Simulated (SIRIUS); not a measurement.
An input for SIRIUS 7 (HfIn4SiO6):

sirius.json

```json
{
  "control": {
    "processing_unit": "cpu",
    "std_evp_solver_name": "lapack",
    "gen_evp_solver_name": "lapack",
    "verbosity": 2,
    "print_forces": true,
    "ortho_rf": true,
    "use_second_variation": true,
    "rmt_max": 3.0,
    "num_bands_to_print": 24,
    "save_wf": true
  },
  "parameters": {
    "electronic_structure_method": "pseudopotential",
    "xc_functionals": ["XC_GGA_X_B88", "XC_GGA_C_LYP"],
    "core_relativity": "dirac",
    "valence_relativity": "koelling_harmon",
    "num_fv_states": 98,
    "smearing": "cold",
    "smearing_width": 0.0007349864,
    "pw_cutoff": 25,
    "gk_cutoff": 4.86,
    "lmax_apw": 13,
    "lmax_rho": 8,
    "lmax_pot": 8,
    "num_mag_dims": 0,
    "auto_rmt": 0,
    "ngridk": [2, 2, 1],
    "shiftk": [0, 0, 0],
    "num_dft_iter": 50,
    "energy_tol": 1e-07,
    "density_tol": 1e-05,
    "use_symmetry": true
  },
  "settings": {"tol_ne": 1e-10},
  "iterative_solver": {"type": "exact"},
  "mixer": {"type": "anderson", "beta": 0.5, "max_history": 8},
  "unit_cell": {
    "lattice_vectors": [
      [5.3769656258, -9.3123457512, 0.0164921199],
      [5.3769656258, 9.3123457512, 0.0164921199],
      [-3.7204282105, -0.0, 14.6533771664]
    ],
    "atom_types": ["Hf", "In", "O", "Si"],
    "atom_files": {"Hf": "Hf.json", "In": "In.json", "O": "O.json", "Si": "Si.json"},
    "atoms": {
      "Hf": [[0.78835, 0.21165, 0.0]],
      "In": [[0.62175, 0.37825, 0.5], [0.45502, 0.54498, 0.0], [0.28407, 0.71593, 0.5], [0.95814, 0.04186, 0.5]],
      "O": [
        [0.06219, 0.11415, 0.86666],
        [0.88585, 0.93781, 0.13334],
        [0.7949, 0.53784, 0.86663],
        [0.46216, 0.2051, 0.13337],
        [0.15352, 0.62879, 0.13333],
        [0.37121, 0.84648, 0.86667]
      ],
      "Si": [[0.12168, 0.87832, 0.0]]
    }
  }
}
```

The input Hf.json:

```json
{
  "name": "hafnium",
  "symbol": "Hf",
  "number": 72,
  "mass": 178.49,
  "rmin": 1e-06,
  "rmt": 2.45,
  "nrmt": 800,
  "rinf": 17.22,
  "core": "1s2s2p3s3p3d4s4p4d",
  "valence": [
    {"basis": [{"enu": 0.05, "dme": 0, "n": 0, "auto": 0}, {"enu": 0.05, "dme": 1, "n": 0, "auto": 0}]},
    {"l": 0, "n": 1, "basis": [{"enu": 0.15, "dme": 0, "n": 0, "auto": 0}]},
    {"l": 1, "n": 2, "basis": [{"enu": 0.15, "dme": 0, "n": 0, "auto": 0}]},
    {"l": 2, "n": 3, "basis": [{"enu": 0.15, "dme": 0, "n": 0, "auto": 0}]},
    {"l": 3, "n": 4, "basis": [{"enu": 0.15, "dme": 0, "n": 0, "auto": 0}]},
    {"l": 4, "n": 5, "basis": [{"enu": 0.15, "dme": 0, "n": 0, "auto": 0}]}
  ],
  "lo": [
    {"l": 0, "basis": [{"enu": 0.15, "dme": 0, "n": 0, "auto": 0}, {"enu": 0.15, "dme": 1, "n": 0, "auto": 0}]},
    {
      "l": 0,
      "basis": [{"enu": -2.2007, "dme": 0, "n": 5, "auto": 1}, {"enu": -2.2007, "dme": 1, "n": 5, "auto": 1}]
    },
    {
      "l": 0,
      "basis": [{"enu": -2.2007, "dme": 1, "n": 5, "auto": 1}, {"enu": 0.15, "dme": 0, "n": 0, "auto": 0}]
    },
    {"l": 0, "basis": [{"enu": 0.15, "dme": 0, "n": 0, "auto": 0}, {"enu": 2.8156, "dme": 0, "n": 0, "auto": 0}]},
    {"l": 1, "basis": [{"enu": 0.15, "dme": 0, "n": 0, "auto": 0}, {"enu": 0.15, "dme": 1, "n": 0, "auto": 0}]},
    {
      "l": 1,
      "basis": [{"enu": -1.053, "dme": 0, "n": 5, "auto": 1}, {"enu": -1.053, "dme": 1, "n": 5, "auto": 1}]
    },
    {"l": 1, "basis": [{"enu": -1.053, "dme": 1, "n": 5, "auto": 1}, {"enu": 0.15, "dme": 0, "n": 0, "auto": 0}]},
    {"l": 1, "basis": [{"enu": 0.15, "dme": 0, "n": 0, "auto": 0}, {"enu": 3.2154, "dme": 0, "n": 0, "auto": 0}]},
    {"l": 2, "basis": [{"enu": 0.15, "dme": 0, "n": 0, "auto": 0}, {"enu": 0.15, "dme": 1, "n": 0, "auto": 0}]},
    {"l": 2, "basis": [{"enu": 0.15, "dme": 1, "n": 0, "auto": 0}, {"enu": 0.15, "dme": 2, "n": 0, "auto": 0}]},
    {"l": 2, "basis": [{"enu": 0.15, "dme": 0, "n": 0, "auto": 0}, {"enu": 2.7489, "dme": 0, "n": 0, "auto": 0}]},
    {"l": 3, "basis": [{"enu": 0.15, "dme": 0, "n": 0, "auto": 0}, {"enu": 0.15, "dme": 1, "n": 0, "auto": 0}]},
    {
      "l": 3,
      "basis": [{"enu": -0.3773, "dme": 0, "n": 4, "auto": 1}, {"enu": -0.3773, "dme": 1, "n": 4, "auto": 1}]
    },
    {
      "l": 3,
      "basis": [{"enu": -0.3773, "dme": 1, "n": 4, "auto": 1}, {"enu": 0.15, "dme": 0, "n": 0, "auto": 0}]
    },
    {"l": 3, "basis": [{"enu": 0.15, "dme": 0, "n": 0, "auto": 0}, {"enu": 4.0151, "dme": 0, "n": 0, "auto": 0}]},
    {"l": 4, "basis": [{"enu": 0.15, "dme": 0, "n": 0, "auto": 0}, {"enu": 0.15, "dme": 1, "n": 0, "auto": 0}]},
    {"l": 4, "basis": [{"enu": 0.15, "dme": 0, "n": 0, "auto": 0}, {"enu": 3.3487, "dme": 0, "n": 0, "auto": 0}]}
  ],
  "free_atom": [... radial grid and density of the free atom, the start of the SCF ...]
}
```

Contents of In.json:

```json
{
  "name": "indium",
  "symbol": "In",
  "number": 49,
  "mass": 114.818,
  "rmin": 1e-06,
  "rmt": 2.36,
  "nrmt": 800,
  "rinf": 19.56,
  "core": "1s2s2p3s3p3d",
  "valence": [
    {"basis": [{"enu": 0.05, "dme": 0, "n": 0, "auto": 0}, {"enu": 0.05, "dme": 1, "n": 0, "auto": 0}]},
    {"l": 0, "n": 1, "basis": [{"enu": 0.0941, "dme": 0, "n": 0, "auto": 0}]},
    {"l": 1, "n": 2, "basis": [{"enu": 0.15, "dme": 0, "n": 0, "auto": 0}]},
    {"l": 2, "n": 3, "basis": [{"enu": 0.15, "dme": 0, "n": 0, "auto": 0}]},
    {"l": 3, "n": 4, "basis": [{"enu": 0.15, "dme": 0, "n": 0, "auto": 0}]}
  ],
  "lo": [
    {
      "l": 0,
      "basis": [{"enu": 0.0941, "dme": 0, "n": 0, "auto": 0}, {"enu": 0.0941, "dme": 1, "n": 0, "auto": 0}]
    },
    {
      "l": 0,
      "basis": [{"enu": -4.1273, "dme": 0, "n": 4, "auto": 1}, {"enu": -4.1273, "dme": 1, "n": 4, "auto": 1}]
    },
    {
      "l": 0,
      "basis": [{"enu": -4.1273, "dme": 1, "n": 4, "auto": 1}, {"enu": 0.0941, "dme": 0, "n": 0, "auto": 0}]
    },
    {
      "l": 0,
      "basis": [{"enu": 0.0941, "dme": 0, "n": 0, "auto": 0}, {"enu": 2.9669, "dme": 0, "n": 0, "auto": 0}]
    },
    {"l": 1, "basis": [{"enu": 0.15, "dme": 0, "n": 0, "auto": 0}, {"enu": 0.15, "dme": 1, "n": 0, "auto": 0}]},
    {
      "l": 1,
      "basis": [{"enu": -2.6147, "dme": 0, "n": 4, "auto": 1}, {"enu": -2.6147, "dme": 1, "n": 4, "auto": 1}]
    },
    {
      "l": 1,
      "basis": [{"enu": -2.6147, "dme": 1, "n": 4, "auto": 1}, {"enu": 0.15, "dme": 0, "n": 0, "auto": 0}]
    },
    {"l": 1, "basis": [{"enu": 0.15, "dme": 0, "n": 0, "auto": 0}, {"enu": 3.4536, "dme": 0, "n": 0, "auto": 0}]},
    {"l": 2, "basis": [{"enu": 0.15, "dme": 0, "n": 0, "auto": 0}, {"enu": 0.15, "dme": 1, "n": 0, "auto": 0}]},
    {
      "l": 2,
      "basis": [{"enu": -0.4403, "dme": 0, "n": 4, "auto": 1}, {"enu": -0.4403, "dme": 1, "n": 4, "auto": 1}]
    },
    {
      "l": 2,
      "basis": [{"enu": -0.4403, "dme": 1, "n": 4, "auto": 1}, {"enu": 0.15, "dme": 0, "n": 0, "auto": 0}]
    },
    {"l": 2, "basis": [{"enu": 0.15, "dme": 0, "n": 0, "auto": 0}, {"enu": 3.8846, "dme": 0, "n": 0, "auto": 0}]},
    {"l": 3, "basis": [{"enu": 0.15, "dme": 0, "n": 0, "auto": 0}, {"enu": 0.15, "dme": 1, "n": 0, "auto": 0}]},
    {"l": 3, "basis": [{"enu": 0.15, "dme": 0, "n": 0, "auto": 0}, {"enu": 3.2741, "dme": 0, "n": 0, "auto": 0}]}
  ],
  "free_atom": [... radial grid and density of the free atom, the start of the SCF ...]
}
```

Contents of O.json:

```json
{
  "name": "oxygen",
  "symbol": "O",
  "number": 8,
  "mass": 15.9994,
  "rmin": 1e-06,
  "rmt": 1.48,
  "nrmt": 800,
  "rinf": 11.55,
  "core": "1s",
  "valence": [
    {"basis": [{"enu": 0.05, "dme": 0, "n": 0, "auto": 0}, {"enu": 0.05, "dme": 1, "n": 0, "auto": 0}]},
    {"l": 0, "n": 1, "basis": [{"enu": -0.0671, "dme": 0, "n": 0, "auto": 0}]},
    {"l": 1, "n": 2, "basis": [{"enu": 0.15, "dme": 0, "n": 0, "auto": 0}]},
    {"l": 2, "n": 3, "basis": [{"enu": 0.15, "dme": 0, "n": 0, "auto": 0}]},
    {"l": 3, "n": 4, "basis": [{"enu": 0.15, "dme": 0, "n": 0, "auto": 0}]}
  ],
  "lo": [
    {
      "l": 0,
      "basis": [{"enu": -0.0671, "dme": 0, "n": 0, "auto": 0}, {"enu": -0.0671, "dme": 1, "n": 0, "auto": 0}]
    },
    {
      "l": 0,
      "basis": [{"enu": -0.0671, "dme": 1, "n": 0, "auto": 0}, {"enu": -0.0671, "dme": 2, "n": 0, "auto": 0}]
    },
    {
      "l": 0,
      "basis": [{"enu": -0.0671, "dme": 0, "n": 0, "auto": 0}, {"enu": 5.4113, "dme": 0, "n": 0, "auto": 0}]
    },
    {"l": 1, "basis": [{"enu": 0.15, "dme": 0, "n": 0, "auto": 0}, {"enu": 0.15, "dme": 1, "n": 0, "auto": 0}]},
    {"l": 1, "basis": [{"enu": 0.15, "dme": 1, "n": 0, "auto": 0}, {"enu": 0.15, "dme": 2, "n": 0, "auto": 0}]},
    {"l": 1, "basis": [{"enu": 0.15, "dme": 0, "n": 0, "auto": 0}, {"enu": 6.4502, "dme": 0, "n": 0, "auto": 0}]},
    {"l": 2, "basis": [{"enu": 0.15, "dme": 0, "n": 0, "auto": 0}, {"enu": 0.15, "dme": 1, "n": 0, "auto": 0}]},
    {"l": 2, "basis": [{"enu": 0.15, "dme": 1, "n": 0, "auto": 0}, {"enu": 0.15, "dme": 2, "n": 0, "auto": 0}]},
    {"l": 2, "basis": [{"enu": 0.15, "dme": 0, "n": 0, "auto": 0}, {"enu": 7.272, "dme": 0, "n": 0, "auto": 0}]},
    {"l": 3, "basis": [{"enu": 0.15, "dme": 0, "n": 0, "auto": 0}, {"enu": 0.15, "dme": 1, "n": 0, "auto": 0}]}
  ],
  "free_atom": [... radial grid and density of the free atom, the start of the SCF ...]
}
```

Contents of Si.json:

```json
{
  "name": "silicon",
  "symbol": "Si",
  "number": 14,
  "mass": 28.0855,
  "rmin": 1e-06,
  "rmt": 2.12,
  "nrmt": 800,
  "rinf": 17.42,
  "core": "1s",
  "valence": [
    {"basis": [{"enu": 0.05, "dme": 0, "n": 0, "auto": 0}, {"enu": 0.05, "dme": 1, "n": 0, "auto": 0}]},
    {"l": 0, "n": 1, "basis": [{"enu": 0.0767, "dme": 0, "n": 0, "auto": 0}]},
    {"l": 1, "n": 2, "basis": [{"enu": 0.15, "dme": 0, "n": 0, "auto": 0}]},
    {"l": 2, "n": 3, "basis": [{"enu": 0.15, "dme": 0, "n": 0, "auto": 0}]},
    {"l": 3, "n": 4, "basis": [{"enu": 0.15, "dme": 0, "n": 0, "auto": 0}]}
  ],
  "lo": [
    {
      "l": 0,
      "basis": [{"enu": 0.0767, "dme": 0, "n": 0, "auto": 0}, {"enu": 0.0767, "dme": 1, "n": 0, "auto": 0}]
    },
    {
      "l": 0,
      "basis": [{"enu": -4.7907, "dme": 0, "n": 2, "auto": 1}, {"enu": -4.7907, "dme": 1, "n": 2, "auto": 1}]
    },
    {
      "l": 0,
      "basis": [{"enu": -4.7907, "dme": 1, "n": 2, "auto": 1}, {"enu": 0.0767, "dme": 0, "n": 0, "auto": 0}]
    },
    {
      "l": 0,
      "basis": [{"enu": 0.0767, "dme": 0, "n": 0, "auto": 0}, {"enu": 3.6367, "dme": 0, "n": 0, "auto": 0}]
    },
    {"l": 1, "basis": [{"enu": 0.15, "dme": 0, "n": 0, "auto": 0}, {"enu": 0.15, "dme": 1, "n": 0, "auto": 0}]},
    {
      "l": 1,
      "basis": [{"enu": -3.2098, "dme": 0, "n": 2, "auto": 1}, {"enu": -3.2098, "dme": 1, "n": 2, "auto": 1}]
    },
    {
      "l": 1,
      "basis": [{"enu": -3.2098, "dme": 1, "n": 2, "auto": 1}, {"enu": 0.15, "dme": 0, "n": 0, "auto": 0}]
    },
    {"l": 1, "basis": [{"enu": 0.15, "dme": 0, "n": 0, "auto": 0}, {"enu": 4.244, "dme": 0, "n": 0, "auto": 0}]},
    {"l": 2, "basis": [{"enu": 0.15, "dme": 0, "n": 0, "auto": 0}, {"enu": 0.15, "dme": 1, "n": 0, "auto": 0}]},
    {"l": 2, "basis": [{"enu": 0.15, "dme": 1, "n": 0, "auto": 0}, {"enu": 0.15, "dme": 2, "n": 0, "auto": 0}]},
    {"l": 2, "basis": [{"enu": 0.15, "dme": 0, "n": 0, "auto": 0}, {"enu": 3.621, "dme": 0, "n": 0, "auto": 0}]},
    {"l": 3, "basis": [{"enu": 0.15, "dme": 0, "n": 0, "auto": 0}, {"enu": 0.15, "dme": 1, "n": 0, "auto": 0}]}
  ],
  "free_atom": [... radial grid and density of the free atom, the start of the SCF ...]
}
```

Potentials or basis: all-electron FP-LAPW (Koelling-Harmon valence), apw+lo standard.

The run is started by

```bash
$ OMP_NUM_THREADS=2 sirius.scf --input=sirius.json --output=output.json
```

Question: What does the program do with it?

Answer: The run stopped without a result. It printed:

Output:

```text
[json.exception.type_error.305] cannot use operator[] with a string argument with number
```
